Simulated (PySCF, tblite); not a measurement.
# MeSiCl(SBu)2: geometry, infrared bands, NMR shifts and electronic excitations, part 2 of 2

tblite 0.8.0 and PySCF 2.14.0. Atoms count from 0.

### 5 Nuclear shieldings: PBE0/pcSseg-1

The job: settings as JSON, then the geometry in Å.

```
{"job": {"kind": "nmr", "xc": "PBE0", "basis": "pcSseg-1"}, "charge": 0, "multiplicity": 1}
C      5.174208     1.181843     1.702802
C      4.342761     0.798492     0.489430
C      3.185901    -0.133751     0.827706
C      2.370218    -0.499666    -0.398410
S      1.040294    -1.686087     0.036680
Si    -0.203024    -1.470813    -1.678209
C     -1.573327    -2.720451    -1.524593
Cl     0.865892    -1.849001    -3.416462
S     -0.801527     0.564734    -1.948867
C     -1.528541     0.923607    -0.304250
C     -3.006621     0.593801    -0.198847
C     -3.595105     0.969811     1.155052
C     -5.070846     0.626321     1.278763
H      5.608908     0.292174     2.186467
H      6.003779     1.850912     1.428805
H      4.563042     1.701365     2.458093
H      3.945000     1.708608     0.006952
H      4.986957     0.315970    -0.266579
H      2.527651     0.341812     1.575437
H      3.574935    -1.051908     1.301649
H      1.903734     0.393436    -0.844180
H      3.001224    -0.968058    -1.169196
H     -1.152234    -3.737253    -1.535795
H     -2.125507    -2.580256    -0.583172
H     -2.274040    -2.614888    -2.365836
H     -0.937630     0.390647     0.459122
H     -1.357406     2.000401    -0.149832
H     -3.156522    -0.484256    -0.379543
H     -3.553445     1.110964    -1.005709
H     -3.448493     2.050789     1.327196
H     -3.025613     0.460078     1.952474
H     -5.241460    -0.454474     1.148948
H     -5.471701     0.910148     2.263397
H     -5.667431     1.147339     0.512674
```

Method: GIAO PBE0/pcSseg-1 NMR shielding, non-relativistic, gas phase.

What it wrote:

```text
coarse grid: 29296 points
cycle   1  E = -1900.5454718474  dE =  9.839e-01  |g| = 5.867e-01  |ddm| = 5.140e+00
cycle   2  E = -1900.5270453616  dE =  1.843e-02  |g| = 6.631e-01  |ddm| = 1.257e+00
cycle   3  E = -1900.6394354107  dE = -1.124e-01  |g| = 6.816e-02  |ddm| = 7.235e-01
cycle   4  E = -1900.6405339019  dE = -1.098e-03  |g| = 3.151e-02  |ddm| = 1.433e-01
cycle   5  E = -1900.6407963266  dE = -2.624e-04  |g| = 8.433e-03  |ddm| = 4.852e-02
cycle   6  E = -1900.6408139780  dE = -1.765e-05  |g| = 2.377e-03  |ddm| = 1.135e-02
cycle   7  E = -1900.6408151907  dE = -1.213e-06  |g| = 5.089e-04  |ddm| = 2.774e-03
final grid: 260848 points
cycle   8  E = -1900.7227445442  dE = -6.362e-05  |g| = 1.304e-02  |ddm| = 4.068e-02
cycle   9  E = -1900.7227191370  dE =  2.541e-05  |g| = 1.620e-02  |ddm| = 2.671e-02
cycle  10  E = -1900.7227870114  dE = -6.787e-05  |g| = 9.462e-04  |ddm| = 1.597e-02
cycle  11  E = -1900.7227872040  dE = -1.926e-07  |g| = 3.577e-04  |ddm| = 1.497e-03
cycle  12  E = -1900.7227872365  dE = -3.251e-08  |g| = 6.432e-05  |ddm| = 4.128e-04
cycle  13  E = -1900.7227872374  dE = -9.231e-10  |g| = 2.525e-05  |ddm| = 1.007e-04
converged SCF energy = -1900.7227872374

GIAO shielding tensors (ppm)
atom      isotropic    diamagn.    paramagn.     s11        s22        s33       span
  0 C      168.093     240.546     -72.454    156.491    161.304    186.483     29.991
  1 C      157.921     246.702     -88.781    145.237    155.477    173.050     27.813
  2 C      147.900     251.002    -103.102    125.685    142.551    175.464     49.780
  3 C      150.588     258.086    -107.498    127.261    152.142    172.361     45.099
  4 S      604.860    1064.257    -459.397    494.921    528.860    790.798    295.877
  5 Si     294.872     881.313    -586.440    243.191    315.847    325.579     82.389
  6 C      175.266     257.505     -82.239    166.568    169.994    189.236     22.668
  7 Cl     878.020    1150.129    -272.109    770.004    868.168    995.888    225.884
  8 S      597.095    1062.621    -465.526    465.842    520.650    804.792    338.949
  9 C      150.324     256.591    -106.267    126.054    149.691    175.229     49.175
 10 C      143.868     253.270    -109.402    117.535    137.997    176.072     58.537
 11 C      158.308     248.058     -89.750    146.262    155.525    173.136     26.874
 12 C      168.178     240.397     -72.219    156.542    161.536    186.456     29.914
 13 H       30.312      24.994       5.318     25.901     28.543     36.491     10.590
 14 H       30.021      22.614       7.407     25.195     27.023     37.846     12.651
 15 H       30.337      27.507       2.830     25.818     29.068     36.126     10.308
 16 H       30.041      32.112      -2.071     24.481     31.497     34.146      9.665
 17 H       30.043      29.554       0.488     24.454     30.926     34.748     10.294
 18 H       29.992      35.998      -6.006     24.559     32.274     33.143      8.585
 19 H       29.885      34.178      -4.292     24.261     31.307     34.088      9.827
 20 H       28.633      37.517      -8.883     21.736     30.575     33.589     11.853
 21 H       28.753      35.338      -6.584     21.682     30.612     33.966     12.284
 22 H       30.411      29.288       1.123     25.602     28.219     37.411     11.809
 23 H       30.778      34.732      -3.953     26.347     29.690     36.298      9.950
 24 H       30.584      29.443       1.141     27.027     27.526     37.198     10.170
 25 H       28.732      38.002      -9.270     22.163     30.538     33.496     11.333
 26 H       29.074      36.428      -7.354     22.636     29.221     35.366     12.731
 27 H       30.279      36.415      -6.136     24.171     31.626     35.041     10.871
 28 H       29.912      34.406      -4.493     24.953     31.000     33.783      8.831
 29 H       30.195      31.575      -1.380     24.853     30.503     35.230     10.377
 30 H       30.198      33.608      -3.410     24.822     31.554     34.218      9.397
 31 H       30.432      26.500       3.932     25.802     29.597     35.898     10.096
 32 H       30.079      23.635       6.444     25.259     27.038     37.941     12.682
 33 H       30.357      24.755       5.601     26.028     28.438     36.604     10.575
```

It took 2.3 min on 2 threads of Intel Xeon Platinum 8259CL at 2.50GHz, shared host; peak memory 3 GiB.

The references, computed at this level on geometries of the same kind, shield at (ppm): 1H TMS 31.27, 13C TMS 184.4, 29Si TMS 352.0, 33S CS2 496, 35Cl HCl 943. Their shielding less the atom's gives the shift. The references are single molecules in the gas phase. Atoms listed in one row are averaged.

| atoms | environment | σ (ppm) | δ (ppm) | δ scaled to CDCl3 | measured |
| --- | --- | --- | --- | --- | --- |
| C2, C10 | sp3 CH2 | 145.9 | 38.5 | 36.9 | – |
| C3, C9 | sp3 CH2 bonded to S | 150.5 | 34.0 | 28.9 | – |
| C1, C11 | sp3 CH2 | 158.1 | 26.3 | 25.0 | – |
| C0, C12 | methyl carbon | 168.1 | 16.3 | 15.3 | – |
| C6 | methyl carbon bonded to Si | 175.3 | 9.1 | 8.4 | – |
| H20, H25 | hydrogen on an sp3 CH2 bonded to S | 28.68 | 2.58 | 2.67 | – |
| H21, H26 | hydrogen on an sp3 CH2 bonded to S | 28.91 | 2.35 | 2.45 | – |
| H19, H28 | hydrogen on an sp3 CH2 | 29.90 | 1.37 | 1.51 | – |
| H17, H29 | hydrogen on an sp3 CH2 | 30.12 | 1.15 | 1.30 | – |
| H16, H30 | hydrogen on an sp3 CH2 | 30.12 | 1.15 | 1.30 | – |
| H18, H27 | hydrogen on an sp3 CH2 | 30.14 | 1.13 | 1.29 | – |
| H13, H14, H15, H31, H32, H33 | hydrogen on a methyl carbon | 30.26 | 1.01 | 1.17 | – |
| H22, H23, H24 | hydrogen on a methyl carbon bonded to Si | 30.59 | 0.68 | 0.86 | – |
| S4, S8 | sulfur bonded to C, Si | 601 | -105 | – | – |
| Si5 | silicon bonded to C, Cl, 2 S | 294.9 | 57.1 | – | 30.2 |
| Cl7 | chlorine bonded to Si | 878 | 65 | – | – |

The scaled column applies a straight-line fit of computed shieldings to shifts measured in CDCl3, with any fitted terms for Cl, Br or S neighbours (root-mean-square error 0.21 ppm for H, 2.0 ppm for C).

Measured data from: solution; U. Herzog, Habilitationsschrift, TU Bergakademie Freiberg, 2002/2003, against TMS.

The run also stored atomic charges by several schemes (e):

| atoms | Mulliken | IAO | Hirshfeld | ESP fit |
| --- | --- | --- | --- | --- |
| C0, C12 | -0.27 | -0.41 | -0.11 | -0.36 |
| C1, C11 | -0.29 | -0.24 | -0.06 | 0.14 |
| C2, C10 | -0.22 | -0.24 | -0.07 | 0.09 |
| C3, C9 | -0.37 | -0.32 | -0.07 | -0.01 |
| S4, S8 | -0.22 | -0.18 | -0.08 | -0.31 |
| Si5 | 0.79 | 0.89 | 0.33 | 0.55 |
| C6 | -0.61 | -0.72 | -0.21 | -0.83 |
| Cl7 | -0.33 | -0.32 | -0.14 | -0.17 |

Mayer bond orders: C0–C1 1.07, C1–C2 1.03, C2–C3 1.03, C3–S4 0.98, S4–Si5 1.03, Si5–C6 0.98, Si5–Cl7 0.95, Si5–S8 1.03, S8–C9 1.01, C9–C10 0.99, C10–C11 1.02, C11–C12 1.06.

### 6 TDDFT and polarisability: wB97X-D/def2-SVPD

Settings changed since step 5:

```diff
@@ -1,2 +1,2 @@
-{"job": {"kind": "nmr", "xc": "PBE0", "basis": "pcSseg-1"}, "charge": 0, "multiplicity": 1}
+{"job": {"kind": "uv", "xc": "wB97X-D", "basis": "def2-SVPD", "ip": false}, "charge": 0, "multiplicity": 1}
 C      5.174208     1.181843     1.702802
```

Level: TDDFT wB97X-D/def2-SVPD, vertical, gas phase, core orbitals frozen in the response.

What it wrote:

```text
coarse grid: 29296 points
cycle   1  E = -1900.7041231630  dE =  1.298e+00  |g| = 4.728e-01  |ddm| = 8.010e+00
cycle   2  E = -1900.7403623218  dE = -3.624e-02  |g| = 3.689e-01  |ddm| = 2.078e+00
cycle   3  E = -1900.7763249114  dE = -3.596e-02  |g| = 4.824e-02  |ddm| = 1.026e+00
cycle   4  E = -1900.7770791385  dE = -7.542e-04  |g| = 1.914e-02  |ddm| = 1.908e-01
cycle   5  E = -1900.7771945922  dE = -1.155e-04  |g| = 4.015e-03  |ddm| = 5.871e-02
cycle   6  E = -1900.7772003237  dE = -5.732e-06  |g| = 1.621e-03  |ddm| = 1.439e-02
final grid: 260848 points
cycle   7  E = -1900.9988679891  dE = -2.284e-04  |g| = 7.237e-03  |ddm| = 2.669e-01
cycle   8  E = -1900.9988764179  dE = -8.429e-06  |g| = 4.733e-03  |ddm| = 3.513e-02
cycle   9  E = -1900.9988820233  dE = -5.605e-06  |g| = 8.917e-04  |ddm| = 1.157e-02
cycle  10  E = -1900.9988822695  dE = -2.463e-07  |g| = 3.502e-04  |ddm| = 2.977e-03
cycle  11  E = -1900.9988823096  dE = -4.007e-08  |g| = 7.853e-05  |ddm| = 1.232e-03
cycle  12  E = -1900.9988823118  dE = -2.234e-09  |g| = 2.629e-05  |ddm| = 2.675e-04
cycle  13  E = -1900.9988823121  dE = -3.038e-10  |g| = 5.889e-06  |ddm| = 9.782e-05
converged SCF energy = -1900.9988823121

Static polarisability (au): isotropic 192.176, principal 166.236 193.466 216.825

Singlet excitations
state   eV       nm        f      main configurations
  1   5.7591    215.3   0.01097   H->L 0.26, H-1->L+1 0.26, H-1->L 0.18
  2   5.7978    213.8   0.01216   H->L 0.26, H-1->L 0.25, H->L+1 0.22
  3   6.4408    192.5   0.00290   H->L+1 0.48, H-1->L 0.19
  4   6.6598    186.2   0.08894   H-1->L+1 0.37, H->L 0.18, H-1->L 0.13
  5   6.9227    179.1   0.03629   H-1->L+2 0.41, H->L+2 0.15, H-1->L+3 0.08
  6   7.0106    176.9   0.02153   H->L+3 0.45, H-1->L+3 0.14
  7   7.3477    168.7   0.00714   H->L+4 0.24, H-1->L+4 0.23
  8   7.3993    167.6   0.00399   H-2->L 0.25, H->L+2 0.18, H-1->L+4 0.09
  9   7.4529    166.4   0.03878   H-2->L 0.28, H->L+2 0.19, H-1->L+2 0.08
 10   7.5555    164.1   0.02017   H->L+5 0.13, H-2->L+1 0.10, H->L+4 0.10

Triplet excitations (Tamm-Dancoff, eV): 5.3949 5.4803 6.0427 6.1741
```

Wall time 5.6 min (2 threads of Intel Xeon Platinum 8259CL at 2.50GHz, shared host); peak memory 4 GiB.

The orbitals next to the gap, with their largest atomic shares:

| orbital | eV | atoms |
| --- | --- | --- |
| HOMO−3 | -10.53 | Cl7 36 %, C6 14 %, Si5 12 % |
| HOMO−2 | -10.11 | S8 30 %, S4 27 %, Cl7 13 % |
| HOMO−1 | -8.95 | S4 49 %, S8 19 %, C3 8 % |
| HOMO | -8.83 | S8 52 %, S4 23 %, C9 6 % |
| LUMO | 1.62 | S8 29 %, S4 21 %, Si5 13 % |
| LUMO+1 | 1.77 | Cl7 20 %, S4 19 %, S8 15 % |
| LUMO+2 | 1.98 | S4 27 %, Cl7 11 %, S8 10 % |

With each of the 10 states as a Gaussian band of 0.4 eV half-width at 1/e, the curve within the window shown has maxima at 213 nm (ε 980), 183 nm (ε 5,400) L/(mol cm). Beyond the last state computed it falls off for lack of states. The curve at chosen wavelengths:

| nm | ε (L/mol/cm) |
| --- | --- |
| 158 | 1154 |
| 161 | 2040 |
| 165 | 3082 |
| 168 | 3533 |
| 171 | 3835 |
| 174 | 4221 |
| 178 | 4928 |
| 181 | 5348 |
| 184 | 5399 |
| 188 | 4744 |
| 191 | 3856 |
| 194 | 2884 |
| 197 | 2041 |
| 201 | 1307 |
| 204 | 1051 |
| 207 | 969 |
| 210 | 971 |
| 214 | 977 |
| 217 | 931 |
| 220 | 835 |
| 224 | 655 |
| 227 | 508 |
| 230 | 372 |
| 233 | 259 |
| 237 | 148 |
| 240 | 92 |

Further results of this job:

| property | computed |
| --- | --- |
| dipole moment (D) | 2.55 |
| polarisability (Å³) | 28.48 |
| HOMO–LUMO gap (eV) | 10.45 |
| −ε(HOMO) (eV) | 8.83 |

### 7 Nuclear shieldings: PBE/pcSseg-1

Settings changed since step 6:

```diff
@@ -1,2 +1,2 @@
-{"job": {"kind": "uv", "xc": "wB97X-D", "basis": "def2-SVPD", "ip": false}, "charge": 0, "multiplicity": 1}
+{"job": {"kind": "nmr", "xc": "PBE", "basis": "pcSseg-1", "pop": false}, "charge": 0, "multiplicity": 1}
 C      5.174208     1.181843     1.702802
```

Level: GIAO PBE/pcSseg-1 NMR shielding, non-relativistic, gas phase.

What it wrote:

```text
coarse grid: 29296 points
cycle   1  E = -1900.2162865309  dE =  6.939e-01  |g| = 8.617e-01  |ddm| = 5.256e+00
cycle   2  E = -1899.9287311855  dE =  2.876e-01  |g| = 1.345e+00  |ddm| = 2.151e+00
cycle   3  E = -1900.4151178103  dE = -4.864e-01  |g| = 1.507e-01  |ddm| = 1.465e+00
cycle   4  E = -1900.4212736628  dE = -6.156e-03  |g| = 5.617e-02  |ddm| = 3.096e-01
cycle   5  E = -1900.4220013414  dE = -7.277e-04  |g| = 2.161e-02  |ddm| = 8.482e-02
cycle   6  E = -1900.4221174577  dE = -1.161e-04  |g| = 4.149e-03  |ddm| = 2.764e-02
cycle   7  E = -1900.4221210949  dE = -3.637e-06  |g| = 1.502e-03  |ddm| = 6.245e-03
final grid: 260848 points
cycle   8  E = -1900.5325881364  dE = -4.829e-05  |g| = 2.178e-02  |ddm| = 5.638e-02
cycle   9  E = -1900.5323421101  dE =  2.460e-04  |g| = 3.721e-02  |ddm| = 5.406e-02
cycle  10  E = -1900.5327074077  dE = -3.653e-04  |g| = 2.650e-03  |ddm| = 3.815e-02
cycle  11  E = -1900.5327091958  dE = -1.788e-06  |g| = 8.474e-04  |ddm| = 4.323e-03
cycle  12  E = -1900.5327093689  dE = -1.731e-07  |g| = 1.736e-04  |ddm| = 9.591e-04
cycle  13  E = -1900.5327093763  dE = -7.374e-09  |g| = 5.595e-05  |ddm| = 2.838e-04
cycle  14  E = -1900.5327093770  dE = -7.281e-10  |g| = 1.778e-05  |ddm| = 9.505e-05
converged SCF energy = -1900.5327093770

GIAO shielding tensors (ppm)
atom      isotropic    diamagn.    paramagn.     s11        s22        s33       span
  0 C      163.218     240.534     -77.317    151.063    155.696    182.894     31.831
  1 C      151.590     246.649     -95.059    138.393    149.144    167.231     28.838
  2 C      141.208     251.100    -109.892    118.281    135.869    169.476     51.195
  3 C      143.327     257.957    -114.630    119.064    144.617    166.302     47.238
  4 S      569.530    1064.526    -494.997    461.229    493.420    753.940    292.711
  5 Si     276.042     882.437    -606.395    223.837    297.568    306.720     82.884
  6 C      169.958     256.553     -86.595    160.381    164.113    185.379     24.998
  7 Cl     846.720    1150.109    -303.389    730.231    835.916    974.015    243.784
  8 S      561.789    1062.906    -501.117    430.802    484.376    770.187    339.385
  9 C      142.926     256.830    -113.904    117.367    141.960    169.450     52.083
 10 C      136.989     252.960    -115.971    109.741    130.974    170.253     60.512
 11 C      152.005     248.059     -96.053    139.571    149.136    167.309     27.738
 12 C      163.298     240.314     -77.016    151.115    155.922    182.858     31.742
 13 H       30.237      24.994       5.243     26.091     28.502     36.116     10.025
 14 H       29.932      22.356       7.576     25.323     27.085     37.389     12.066
 15 H       30.258      28.026       2.232     26.005     29.014     35.754      9.750
 16 H       29.885      32.436      -2.550     24.569     31.423     33.664      9.095
 17 H       29.888      29.191       0.697     24.537     30.868     34.260      9.723
 18 H       29.836      36.502      -6.666     24.758     31.941     32.809      8.051
 19 H       29.729      33.929      -4.201     24.427     31.110     33.648      9.221
 20 H       28.429      37.906      -9.477     21.918     30.137     33.231     11.313
 21 H       28.563      35.091      -6.529     21.810     30.274     33.604     11.794
 22 H       30.312      29.358       0.954     25.726     28.246     36.965     11.238
 23 H       30.656      34.741      -4.085     26.437     29.663     35.867      9.430
 24 H       30.505      29.490       1.015     27.122     27.655     36.737      9.615
 25 H       28.510      38.546     -10.036     22.260     30.255     33.015     10.755
 26 H       28.901      36.494      -7.593     22.728     29.145     34.831     12.103
 27 H       30.113      36.520      -6.407     24.362     31.196     34.780     10.418
 28 H       29.794      34.101      -4.308     25.191     30.845     33.346      8.155
 29 H       30.049      31.486      -1.437     24.950     30.463     34.733      9.784
 30 H       30.038      33.993      -3.955     24.904     31.476     33.732      8.828
 31 H       30.353      26.789       3.564     25.991     29.539     35.530      9.539
 32 H       29.992      23.541       6.451     25.388     27.103     37.486     12.099
 33 H       30.286      24.701       5.585     26.222     28.409     36.227     10.005
```

Wall time 2.9 min (2 threads of Intel Xeon Platinum 8259CL at 2.50GHz, shared host); peak memory 2.7 GiB.

Key values: δ C2 40.9, C3 36.9, C1 28.2, C0 16.8, H20 2.73, H21 2.47 ppm (means over like atoms).

### 8 Side by side: NMR shifts

Shifts (ppm) of some atoms, chosen among heavy atoms and hydrogens apart, means over like atoms, with basis size and wall time:

| run | C2 | C3 | C1 | H20 | H21 | S4 | Cl7 | functions | time |
| --- | --- | --- | --- | --- | --- | --- | --- | --- | --- |
| PBE0/pcSseg-1 | 38.5 | 34.0 | 26.3 | 2.58 | 2.35 | -105 | 65 | 354 | 2.3 min |
| PBE/pcSseg-1 | 40.9 | 36.9 | 28.2 | 2.73 | 2.47 | -75 | 87 | 354 | 2.9 min |

### 9 Summary of results

What follows sums up all 2 parts.

| quantity | value |
| --- | --- |
| strongest single infrared mode (GFN2-xTB) | 827 cm⁻¹, 115 km/mol |
| zero-point energy (GFN2-xTB) | 179.0 kcal/mol |
| point group | C1 |
| rotational constants (main isotopes) | 0.48, 0.26, 0.19 GHz |
| 13C shifts against TMS (PBE0/pcSseg-1, means over atoms taken as alike) | 38.5, 34.0, 26.3, 16.3, 9.1 ppm |
| 1H shifts against TMS (PBE0/pcSseg-1, means over atoms taken as alike) | 2.58, 2.35, 1.37, 1.15, 1.15, 1.13, 1.01, 0.68 ppm |
| 33S shifts against CS2 (PBE0/pcSseg-1, means over atoms taken as alike) | -105 ppm |
| 29Si shifts against TMS (PBE0/pcSseg-1) | 57.1 ppm |
| 35Cl shifts against HCl (PBE0/pcSseg-1) | 65 ppm |
| measured, and computed on the same scale | Si5 δ 30.2, 57.1 ppm |
| lowest singlet (wB97X-D/def2-SVPD) | 5.76 eV (215 nm), f = 0.011 |
| brightest single state of those computed | state 4, 6.66 eV, f = 0.089 |
| lowest triplet | 5.39 eV |
| range of the shift of S4 (with its like atoms) | -105 to -75 ppm |

In words: Over 135 steps the energy fell by 0.045 eV; of the close pairs, C0–H15 changed most, 1.105 to 1.088 Å (GFN2-xTB). No mode is imaginary among the 96: a minimum at this level. The strongest single mode, at 827 cm⁻¹, moves mainly H23 and H22. GFN2-xTB is a fitted tight-binding method: band positions and strengths are rough. Its intensities can rank the bands wrongly. The start of the PBE0/def2-SVP relaxation was shaken at random by about 0.01 Å, so part of the energy gained, and of the first lengths quoted, undoes that. Relaxing lowered the energy by 0.382 eV in 14 steps; the close pair that moved most is C0–H13, from 1.052 to 1.102 Å (PBE0/def2-SVP). At PBE0/pcSseg-1: Shielding is most anisotropic at S4, S8 (span 317 ppm, paramagnetic term -462 ppm). The one measured 29Si shift is missed by +26.9 ppm (computed less measured, unscaled). Vibration, temperature and solvent are missing from the calculation, and it holds one conformer, so part of the miss against the measured shifts is not the functional's. The lowest singlet, at 5.76 eV, is HOMO→LUMO 0.26, HOMO−1→LUMO+1 0.26 and is weak; of the 10 states computed, the strongest absorption comes from state 4 at 6.66 eV. The lowest triplet lies 0.36 eV below the lowest singlet (triplets in Tamm-Dancoff, singlets in full TDDFT). In ppm, S4 (with its like atoms) moves most: its shift spreads over 30 ppm, from -105 (PBE0/pcSseg-1) to -75 (PBE/pcSseg-1). These values are for one conformer; the search (at its own cheap level) found 2 more, at 1.01, 2.52 kcal/mol, and measured spectra average over such forms.
